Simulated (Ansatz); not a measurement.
# C3H8SSi: a ladder of functionals and wavefunction methods

One table from this session's results is given with a row withheld; the runs are named, their logs left out.

Computed with Ansatz 0.2.0, Gaussian basis. Level: functionals in def2-TZVPP, the program's frozen cores in correlated methods.

The runs, in order: PBE-D4, r2SCAN-D4, PBE0-D4, B3LYP-D4, ωB97X-V, ωB97M-V, B2PLYP; CCSD(T)/def2-TZVPP; MP2/def2-QZVPP; extrapolation to the limit.

## Structure used throughout

The geometry comes from an earlier relaxation with PBE0-D4 in a triple-zeta def2 set; it is a stationary point, not always the lowest conformer.

SMILES `C=CSC[SiH3]`, 13 atoms, charge 0, spin multiplicity 1.

Atoms are counted from 1 here; the program's logs count them from 0.

Bond lengths: C1–C2 1.328 Å, C1–H6 1.084 Å, C1–H7 1.083 Å, C2–S3 1.744 Å, C2–H8 1.087 Å, S3–C4 1.810 Å, C4–Si5 1.882 Å, C4–H9 1.093 Å, C4–H10 1.094 Å, Si5–H11 1.484 Å, Si5–H12 1.490 Å, Si5–H13 1.485 Å. Angles: C2–C1–H6 122.0°, C2–C1–H7 120.4°, H6–C1–H7 117.6°, C1–C2–S3 123.9°, C1–C2–H8 120.8°, S3–C2–H8 115.2°, C2–S3–C4 101.1°, S3–C4–Si5 112.4°, S3–C4–H9 105.2°, S3–C4–H10 109.8°, Si5–C4–H9 109.6°, Si5–C4–H10 112.6°, H9–C4–H10 106.8°, C4–Si5–H11 109.2°, C4–Si5–H12 110.0°, C4–Si5–H13 110.0°, H11–Si5–H12 109.4°, H11–Si5–H13 109.6° and more.

The first run:

in.yaml reads:

```yaml
crystal:
  periodic: [false, false, false]
  atoms:
    - {symbol: C, position_ang: [-2.471637, 0.537823, 0.780865]}
    - {symbol: C, position_ang: [-1.470493, -0.204766, 0.323030]}
    - {symbol: S, position_ang: [-0.131003, -0.740659, 1.303040]}
    - {symbol: C, position_ang: [1.131132, -1.029468, 0.038744]}
    - {symbol: Si, position_ang: [1.758366, 0.570869, -0.728004]}
    - {symbol: H, position_ang: [-2.481631, 0.928586, 1.791861]}
    - {symbol: H, position_ang: [-3.321982, 0.760416, 0.148241]}
    - {symbol: H, position_ang: [-1.476410, -0.580499, -0.697008]}
    - {symbol: H, position_ang: [1.949684, -1.532445, 0.560205]}
    - {symbol: H, position_ang: [0.752648, -1.733503, -0.707563]}
    - {symbol: H, position_ang: [2.345393, 1.423571, 0.335612]}
    - {symbol: H, position_ang: [2.798521, 0.272880, -1.752435]}
    - {symbol: H, position_ang: [0.637913, 1.292695, -1.381988]}
basis:
  gaussian: {orbitals: def2-TZVPP}
hamiltonian: {xc: pbe, dispersion: d4}
output: {forces: true, orbitals: {seedname: orbitals}}
```

Launch:

```sh
$ ansatz run in.yaml --threads 4 --pin off --events-out ev --progress --plain --max-ram 10444MiB
```

Among the steps run: PBE-D4 (GGA); r2SCAN-D4 (meta-GGA); PBE0-D4 (hybrid); B3LYP-D4 (hybrid); ωB97X-V (range-separated); ωB97M-V (range-separated); B2PLYP (double hybrid); CCSD(T) in def2-TZVPP; MP2 in def2-QZVPP.

One of the session's tables, all rows but one given; the rest of the session is left out.

```
            method  atomisation energy (eV)
            PBE-D4                   49.626
         r2SCAN-D4                   48.983
           PBE0-D4                   49.000
          B3LYP-D4                   48.864
           ωB97X-V                   48.986
           ωB97M-V                   48.998
            B2PLYP                   48.245
     HF/def2-TZVPP                   36.197
    MP2/def2-TZVPP                   48.020
   CCSD/def2-TZVPP                   46.893
CCSD(T)/def2-TZVPP                   47.595
           MP2/CBS                   49.237
       CCSD(T)/CBS                        ?
```

Q: Estimate the row for CCSD(T)/CBS from the others.

The run gave: atomisation energy (eV): 48.811. In the column «atomisation energy (eV)» it lies between B2PLYP (48.245) and B3LYP-D4 (48.864).
